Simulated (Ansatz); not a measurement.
# C₂HF₂I: basis-set convergence

The task here is to estimate one member of a computed series from the others.

Computed with Ansatz 0.2.0, Gaussian basis. Level: one geometry, several basis sets.

The runs, in order: PBE0-D4/def2-SVP; ωB97M-V/def2-SVP; PBE0-D4/def2-QZVPP; ωB97M-V/def2-QZVPP; the functionals' def2-TZVPP values are taken from earlier runs.

### The geometry

All runs share one geometry, relaxed beforehand with PBE0-D4 in a triple-zeta def2 set. I takes the def2 core potential; no spin-orbit term is included.

SMILES `F/C=C(/F)I`, 6 atoms, charge 0, spin multiplicity 1.

Atoms are counted from 1 here; the program's logs count them from 0.

Bond lengths: F1–C2 1.327 Å, C2–C3 1.323 Å, C2–H6 1.083 Å, C3–F4 1.329 Å, C3–I5 2.060 Å. Angles: F1–C2–C3 121.9°, F1–C2–H6 115.1°, C3–C2–H6 123.0°, C2–C3–F4 119.7°, C2–C3–I5 124.9°, F4–C3–I5 115.4°.

Coordinates:

```tsv
atom	x (Å)	y (Å)	z (Å)
F1	-1.5304	0.8509	0.0921
C2	-0.4716	0.1948	0.5499
C3	0.4785	-0.2488	-0.2570
F4	1.5197	-0.9007	0.2491
I5	0.4933	-0.0133	-2.3038
H6	-0.4473	0.0530	1.6236
```

Set-up of the first run:

Input file in.yaml:

```yaml
crystal:
  periodic: [false, false, false]
  atoms:
    - {symbol: F, position_ang: [-1.530446, 0.850937, 0.092065]}
    - {symbol: C, position_ang: [-0.471572, 0.194815, 0.549884]}
    - {symbol: C, position_ang: [0.478454, -0.248817, -0.256982]}
    - {symbol: F, position_ang: [1.519726, -0.900740, 0.249082]}
    - {symbol: I, position_ang: [0.493271, -0.013302, -2.303828]}
    - {symbol: H, position_ang: [-0.447331, 0.053007, 1.623580]}
basis:
  gaussian: {orbitals: def2-SVP}
hamiltonian: {xc: pbe0, dispersion: d4}
output: {orbitals: {seedname: orbitals}}
```

Run with:

```
$ ansatz run in.yaml --threads 2 --pin off --events-out ev --progress --plain --max-ram 4352MiB
```

Among the steps run: PBE0-D4 in def2-SVP; ωB97M-V in def2-SVP; PBE0-D4 in def2-QZVPP; ωB97M-V in def2-QZVPP.

One table of the session follows, with a row left open; its other results are not shown here.

It belongs to the step «Density functionals: the series». 

| functional | basis | HOMO (eV) |
| --- | --- | --- |
| PBE0-D4 | def2-SVP | -7.13 |
| PBE0-D4 | def2-TZVPP | -7.21 |
| PBE0-D4 | def2-QZVPP | -7.24 |
| ωB97M-V | def2-SVP | -9.24 |
| ωB97M-V | def2-TZVPP | ? |
| ωB97M-V | def2-QZVPP | -9.37 |

Estimate the missing values for ωB97M-V, def2-TZVPP.

As computed: HOMO (eV): -9.34. In the column «HOMO (eV)» it lies between ωB97M-V, def2-QZVPP (-9.37) and ωB97M-V, def2-SVP (-9.24).
